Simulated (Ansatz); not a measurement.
# ClH₂ISn: a ladder of functionals and wavefunction methods

Aim: compute ClH₂ISn with functionals from several rungs and with coupled cluster, and see how far each lands from CCSD(T) at the basis-set limit for the atomisation energy.

Program: Ansatz 0.2.0, Gaussian basis. Level of theory: functionals in def2-TZVPP, the program's frozen cores in correlated methods. These are calculated values, not measurements.

Levels to be run: LDA (SPW92), PBE-D4, revPBE-D4, BLYP-D4, r2SCAN-D4, B97M-V, PBE0-D4, B3LYP-D4, r2SCANh-D4, r2SCAN0-D4, HSE06-D4, BHLYP-D4, CAM-B3LYP-D4, LC-ωPBE, ωB97X-V, ωB97M-V, B2PLYP, PBE-QIDH; CCSD(T)/def2-SVP; CCSD(T)/def2-TZVPP; MP2/def2-QZVPP; extrapolation to the limit; RPA on PBE.

### 1 The geometry

An earlier PBE0-D4 in a triple-zeta def2 set relaxation fixed the geometry. Sn, I take the def2 core potential; no spin-orbit term is included.

SMILES `[Cl][SnH2][I]`, 5 atoms, charge 0, spin multiplicity 1.

Atoms are counted from 1 here; the program's logs count them from 0.

Bond lengths: Cl1–Sn2 2.323 Å, Sn2–I3 2.665 Å, Sn2–H4 1.698 Å, Sn2–H5 1.698 Å. Angles: Cl1–Sn2–I3 107.6°, Cl1–Sn2–H4 106.9°, Cl1–Sn2–H5 106.9°, I3–Sn2–H4 109.2°, I3–Sn2–H5 109.2°, H4–Sn2–H5 116.7°.

Coordinates:

```mol
ClH2ISn
  3D, bonds by distance, orders not assigned

  5  4  0  0  0  0  0  0  0  0999 V2000
   -1.9810    0.7614    0.6172 Cl  0  0
    0.0392    0.0026   -0.2422 Sn  0  0
    1.5003   -0.8873    1.8012 I   0  0
   -0.3213   -1.2937   -1.2775 H   0  0
    0.8127    1.3432   -0.9400 H   0  0
  1  2  8  0
  2  3  8  0
  2  4  8  0
  2  5  8  0
M  END
```

### 2 LDA

This LDA is Slater exchange with PW92 correlation.

Input file in.yaml:

```yaml
crystal:
  periodic: [false, false, false]
  atoms:
    - {symbol: Cl, position_ang: [-1.980956, 0.761425, 0.617178]}
    - {symbol: Sn, position_ang: [0.039178, 0.002635, -0.242200]}
    - {symbol: I, position_ang: [1.500266, -0.887262, 1.801205]}
    - {symbol: H, position_ang: [-0.321345, -1.293660, -1.277534]}
    - {symbol: H, position_ang: [0.812657, 1.343162, -0.940049]}
basis:
  gaussian: {orbitals: def2-TZVPP}
hamiltonian: {xc: lda}
output: {orbitals: {seedname: orbitals}}
```

Further steps of the session: PBE-D4 (GGA); revPBE-D4 (GGA); BLYP-D4 (GGA); r2SCAN-D4 (meta-GGA); B97M-V (meta-GGA); PBE0-D4 (hybrid); B3LYP-D4 (hybrid); r2SCANh-D4 (hybrid); r2SCAN0-D4 (hybrid); HSE06-D4 (hybrid); BHLYP-D4 (hybrid); CAM-B3LYP-D4 (range-separated); LC-ωPBE-D4 (range-separated); ωB97X-V (range-separated); ωB97M-V (range-separated); B2PLYP (double hybrid); PBE-QIDH (double hybrid); CCSD(T) in def2-SVP; CCSD(T) in def2-TZVPP; MP2 in def2-QZVPP; RPA on PBE orbitals.

Before running them: what should the planned runs give, taken together? Wanted: atomisation energy, CCSD(T)/CBS; farthest beyond LDA; mean size of error, GGA; mean size of error, meta-GGA; mean size of error, hybrid; mean size of error, range-separated; mean size of error, double hybrid; gap, smallest and largest; T1 diagnostic.

As calculated:

| quantity | value |
| --- | --- |
| atomisation energy, CCSD(T)/CBS | 1150.6 kJ/mol |
| functionals within 11.5 kJ/mol (1.0 %) | B97M-V |
| farthest beyond LDA | revPBE-D4 (-65.2 kJ/mol) |
| mean size of error, GGA | 53.0 kJ/mol |
| mean size of error, meta-GGA | 14.3 kJ/mol |
| mean size of error, hybrid | 44.3 kJ/mol |
| mean size of error, range-separated | 40.0 kJ/mol |
| mean size of error, double hybrid | 51.3 kJ/mol |
| gap, smallest and largest | 3.94 eV (BLYP-D4), 10.76 eV (LC-ωPBE) |
| T1 diagnostic | 0.0102 |
| triples share of the correlation energy | 2.7 % |

What this shows: The LDA atomisation energy is off by 137.3 kJ/mol (12 %): it overbinds. PBE-D4 is off by -30.6 kJ/mol. Double hybrids carry the basis error of their MP2 part in triple zeta, and no dispersion term here, so their miss is partly the set-up's. By mean error the best rung here is meta-GGA (14.3 kJ/mol) and the worst beyond LDA is GGA (53.0 kJ/mol). The reference freezes the cores and leaves out spin-orbit coupling and excitations past (T), and its outer-core shells are covered unevenly, so misses under about 11.5 kJ/mol can't be ranked. All levels share the lack of spin-orbit coupling, which lowers the free heavy atoms and so the true binding. Hartree-Fock recovers 69 % of the binding; the rest is correlation. CCSD(T) in def2-SVP is off by -136.2 kJ/mol, more than most functionals: a good method in a small basis is no reference. Orbital gaps span 3.9 to 10.8 eV; exact exchange widens them. Correlated methods include outer-core shells of I, Sn, which these sets cover unevenly.
